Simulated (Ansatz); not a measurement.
# CH₅NSiTe: geometry optimisation

Aim: relax CH₅NSiTe at this level.

Program: Ansatz 0.2.0. Level of theory: RKS B3LYP-D4/def2-SVP. These are calculated values, not measurements.

### Step 1. Where the work starts

SMILES `C1N[SiH2][Te]1`, 9 atoms, charge 0, spin multiplicity 1.

Atoms are counted from 1 here; the program's logs count them from 0.

Bond lengths: C1–N2 1.450 Å, C1–Te4 2.241 Å, C1–H5 1.112 Å, C1–H6 1.112 Å, N2–Si3 1.743 Å, N2–H7 1.022 Å, Si3–Te4 2.521 Å, Si3–H8 1.511 Å, Si3–H9 1.510 Å. Angles: N2–C1–Te4 100.0°, N2–C1–H5 114.8°, N2–C1–H6 114.9°, Te4–C1–H5 108.3°, Te4–C1–H6 108.2°, H5–C1–H6 109.8°, C1–N2–Si3 110.6°, C1–N2–H7 118.5°, Si3–N2–H7 130.8°, N2–Si3–Te4 82.6°, N2–Si3–H8 116.3°, N2–Si3–H9 116.4°, Te4–Si3–H8 117.2°, Te4–Si3–H9 117.0°, H8–Si3–H9 106.5°, C1–Te4–Si3 66.8°.

As a file:

```xyz
9

C    -0.1858    0.9759   -0.8190
N     0.6996    0.3156    0.1197
Si   -0.0574   -1.1091    0.7797
Te   -1.9587   -0.3914   -0.7122
H     0.1775    0.9947   -1.8696
H    -0.5139    1.9940   -0.5154
H     1.6330    0.7057    0.2678
H     0.6092   -2.4274    0.4638
H    -0.3152   -1.1043    2.2679
```

### Step 2. Relaxation

Input file input.yaml:

```yaml
crystal:
  periodic: [false, false, false]
  atoms:
    - { symbol: C, position_ang: [-0.185787, 0.975899, -0.818955] }
    - { symbol: "N", position_ang: [0.699611, 0.315573, 0.119721] }
    - { symbol: Si, position_ang: [-0.057441, -1.109085, 0.779701] }
    - { symbol: Te, position_ang: [-1.95868, -0.391439, -0.712239] }
    - { symbol: H, position_ang: [0.177511, 0.99471, -1.86961] }
    - { symbol: H, position_ang: [-0.513869, 1.994019, -0.515351] }
    - { symbol: H, position_ang: [1.633012, 0.705652, 0.267831] }
    - { symbol: H, position_ang: [0.609214, -2.427359, 0.463804] }
    - { symbol: H, position_ang: [-0.315172, -1.10427, 2.267898] }
basis:
  gaussian: { orbitals: def2-SVP }
hamiltonian:
  xc: { name: B3LYP }
  dispersion: d4
output:
  forces: true
relax:
  f_tol: 0.003
  max_steps: 120
```

Run with:

```sh
> ansatz run input.yaml --threads 1 --pin off --max-ram 2560MiB --backend cpu --events-out ev --progress --plain --runs-dir out
```

Output:

```text
Warning: RAYON_NUM_THREADS=1 ignored (pool sized by the plan → 1); use --threads N
The last accepted step is kept in <dir> (removed where the run ends without a failure and the disk answers)
Engine: ansatz 0.2.0, aarch64-unknown-linux-gnu
Functional definition: B3LYP
  parameter a0 = 0.2
  parameter ax = 0.72
  parameter ac = 0.81
  exchange = (1 - a0 - ax)*slater_x + ax*b88_x + a0*exact_x
  correlation = (1 - ac)*vwn_rpa_c + ac*lyp_c
1147 factors; integrals over basis functions are off by at most 6.0e-4 eV
mean field evaluation 1: about -17771.1139 eV, gradient 5.4e1 eV
mean field evaluation 2: about -17714.3973 eV, gradient 1.3e2 eV
mean field evaluation 4: about -17777.6837 eV, gradient 7.9e0 eV
mean field evaluation 8: about -17777.8711 eV, gradient 2.5e-1 eV
mean field evaluation 16: about -17777.8713 eV, gradient 2.2e-5 eV
mean field -17777.87125444 eV, -653.3247183268 hartree, gradient 2.2e-5 eV, S^2 0.000000; 0 other end points of the search recorded, 0 dependent functions left out
the calculation of the forces begins
reference -17777.87150786 eV, -653.3247276396 hartree; 28, 28 occupied and 69, 69 virtual orbitals, 1147 factors
relax step   1: F+E_penalty+E_count = -17778.28110073 eV  Δ(F+E_penalty+E_count) = +0.000e0 eV  max|allowed force component| = 2.869e-1 eV/Å  Δτ_max = 0.0000 Å  (28 SCF iters, accepted)
these checks for a lower state are left out or cut short: starts, cluster_reference, orbital_swaps, neighbouring_geometries, increment
1147 factors; integrals over basis functions are off by at most 5.7e-4 eV
mean field -17777.87910691 eV, -653.3250068996 hartree, gradient 6.3e-6 eV, S^2 0.000000; 0 other end points of the search recorded, 0 dependent functions left out
the calculation of the forces begins
reference -17777.87935996 eV, -653.3250161992 hartree; 28, 28 occupied and 69, 69 virtual orbitals, 1147 factors
relax step   2: F+E_penalty+E_count = -17778.28951041 eV  Δ(F+E_penalty+E_count) = -8.410e-3 eV  max|allowed force component| = 1.071e-1 eV/Å  Δτ_max = 0.0133 Å  (33 SCF iters, accepted)
these checks for a lower state are left out or cut short: starts, cluster_reference, orbital_swaps, neighbouring_geometries, increment
1147 factors; integrals over basis functions are off by at most 5.6e-4 eV
mean field -17777.87974334 eV, -653.3250302881 hartree, gradient 8.8e-6 eV, S^2 0.000000; 0 other end points of the search recorded, 0 dependent functions left out
the calculation of the forces begins
reference -17777.87999630 eV, -653.3250395842 hartree; 28, 28 occupied and 69, 69 virtual orbitals, 1147 factors
relax step   3: F+E_penalty+E_count = -17778.29037443 eV  Δ(F+E_penalty+E_count) = -8.640e-4 eV  max|allowed force component| = 3.547e-2 eV/Å  Δτ_max = 0.0070 Å  (26 SCF iters, accepted)
these checks for a lower state are left out or cut short: starts, cluster_reference, orbital_swaps, neighbouring_geometries, increment
1147 factors; integrals over basis functions are off by at most 5.6e-4 eV
mean field evaluation 32: about -17777.8799 eV, gradient 1.4e-4 eV
mean field -17777.87988573 eV, -653.3250355206 hartree, gradient 1.7e-5 eV, S^2 0.000000; 0 other end points of the search recorded, 0 dependent functions left out
the calculation of the forces begins
reference -17777.88013873 eV, -653.3250448183 hartree; 28, 28 occupied and 69, 69 virtual orbitals, 1147 factors
relax step   4: F+E_penalty+E_count = -17778.29052492 eV  Δ(F+E_penalty+E_count) = -1.505e-4 eV  max|allowed force component| = 1.766e-2 eV/Å  Δτ_max = 0.0034 Å  (24 SCF iters, accepted)
these checks for a lower state are left out or cut short: starts, cluster_reference, orbital_swaps, neighbouring_geometries, increment
1147 factors; integrals over basis functions are off by at most 5.7e-4 eV
mean field -17777.87989427 eV, -653.3250358345 hartree, gradient 1.5e-5 eV, S^2 0.000000; 0 other end points of the search recorded, 0 dependent functions left out
the calculation of the forces begins
reference -17777.88014735 eV, -653.3250451350 hartree; 28, 28 occupied and 69, 69 virtual orbitals, 1147 factors
relax step   5: F+E_penalty+E_count = -17778.29047340 eV  Δ(F+E_penalty+E_count) = +5.152e-5 eV  max|allowed force component| = 1.806e-2 eV/Å  Δτ_max = 0.0070 Å  (24 SCF iters, rejected (line search))
these checks for a lower state are left out or cut short: starts, cluster_reference, orbital_swaps, neighbouring_geometries, increment
1147 factors; integrals over basis functions are off by at most 5.6e-4 eV
mean field -17777.87991493 eV, -653.3250365937 hartree, gradient 1.7e-5 eV, S^2 0.000000; 0 other end points of the search recorded, 0 dependent functions left out
the calculation of the forces begins
reference -17777.88016795 eV, -653.3250458923 hartree; 28, 28 occupied and 69, 69 virtual orbitals, 1147 factors
relax step   6: F+E_penalty+E_count = -17778.29055132 eV  Δ(F+E_penalty+E_count) = -2.640e-5 eV  max|allowed force component| = 7.509e-3 eV/Å  Δτ_max = 0.0035 Å  (25 SCF iters, accepted)
these checks for a lower state are left out or cut short: starts, cluster_reference, orbital_swaps, neighbouring_geometries, increment
1147 factors; integrals over basis functions are off by at most 5.7e-4 eV
mean field -17777.87993479 eV, -653.3250373235 hartree, gradient 1.2e-5 eV, S^2 0.000000; 0 other end points of the search recorded, 0 dependent functions left out
the calculation of the forces begins
reference -17777.88018783 eV, -653.3250466227 hartree; 28, 28 occupied and 69, 69 virtual orbitals, 1147 factors
relax step   7: F+E_penalty+E_count = -17778.29056725 eV  Δ(F+E_penalty+E_count) = -1.593e-5 eV  max|allowed force component| = 4.521e-4 eV/Å  Δτ_max = 0.0051 Å  (24 SCF iters, accepted)
1147 factors; integrals over basis functions are off by at most 5.7e-4 eV
mean field evaluation 64: about -17777.8799 eV, gradient 1.2e-1 eV
mean field -17777.87993479 eV, -653.3250373235 hartree, gradient 1.2e-5 eV, S^2 0.000000; 1 other end points of the search recorded, 0 dependent functions left out
the calculation of the forces begins
reference -17777.88018783 eV, -653.3250466227 hartree; 28, 28 occupied and 69, 69 virtual orbitals, 1147 factors
Total energy: -17778.29082029 eV, -653.3401370875 hartree
Atom 0 at    -0.186985     0.973180    -0.821153 Å, force     0.000315    -0.000012    -0.000105 eV/Å
Atom 1 at     0.696584     0.307139     0.115770 Å, force    -0.000438    -0.000451    -0.000269 eV/Å
Atom 2 at    -0.053163    -1.108769     0.779218 Å, force     0.000250     0.000042    -0.000063 eV/Å
Atom 3 at    -1.958769    -0.391078    -0.710213 Å, force    -0.000000     0.000095     0.000023 eV/Å
Atom 4 at     0.178162     0.992762    -1.861335 Å, force    -0.000121     0.000100    -0.000109 eV/Å
Atom 5 at    -0.501381     1.984798    -0.515393 Å, force     0.000035    -0.000116     0.000078 eV/Å
Atom 6 at     1.614503     0.709450     0.279107 Å, force     0.000008     0.000452     0.000361 eV/Å
Atom 7 at     0.601525    -2.415332     0.463353 Å, force    -0.000192    -0.000201     0.000042 eV/Å
Atom 8 at    -0.302078    -1.098450     2.253446 Å, force     0.000143     0.000090     0.000041 eV/Å
Dipole moment:     0.344118     0.170424     0.046868 e Å
```

Wall time 47 s (1 thread of Arm Neoverse V2, shared host); peak memory 0.22 GiB.

Step by step:

```csv
step,energy from step 1 (eV),largest force component (eV/Å)
1,0.0000,0.2869
2,-0.0084,0.1071
3,-0.0093,0.0355
4,-0.0094,0.0177
5,-0.0094,0.0181
6,-0.0094,0.0075
7,-0.0095,0.0005
```

Distances of close pairs at the start and the end, largest changes first:

```csv
bond,before (Å),after (Å),change (Å)
Si3–H8,1.511,1.495,-0.015
Si3–H9,1.510,1.495,-0.015
C1–H6,1.112,1.103,-0.009
C1–H5,1.112,1.103,-0.009
N2–Si3,1.743,1.734,-0.009
N2–H7,1.022,1.015,-0.007
C1–Te4,2.241,2.239,-0.003
Si3–Te4,2.521,2.523,+0.002
```

### Step 3. Summary of results

```
             quantity      value
        energy gained  0.0095 eV
root mean square move    0.013 Å
        dipole moment     1.86 D
```

What this shows: Bond lengths: C1–N2 1.450 Å, C1–Te4 2.239 Å, C1–H5 1.103 Å, C1–H6 1.103 Å, N2–Si3 1.734 Å, N2–H7 1.015 Å, Si3–Te4 2.523 Å, Si3–H8 1.495 Å, Si3–H9 1.495 Å. Angles: N2–C1–Te4 99.8°, N2–C1–H5 114.6°, N2–C1–H6 114.6°, Te4–C1–H5 108.6°, Te4–C1–H6 108.6°, H5–C1–H6 109.9°, C1–N2–Si3 111.0°, C1–N2–H7 118.2°, Si3–N2–H7 130.8°, N2–Si3–Te4 82.4°, N2–Si3–H8 116.3°, N2–Si3–H9 116.3°, Te4–Si3–H8 117.0°, Te4–Si3–H9 117.0°, H8–Si3–H9 106.7°, C1–Te4–Si3 66.7°. No frequencies were computed here.
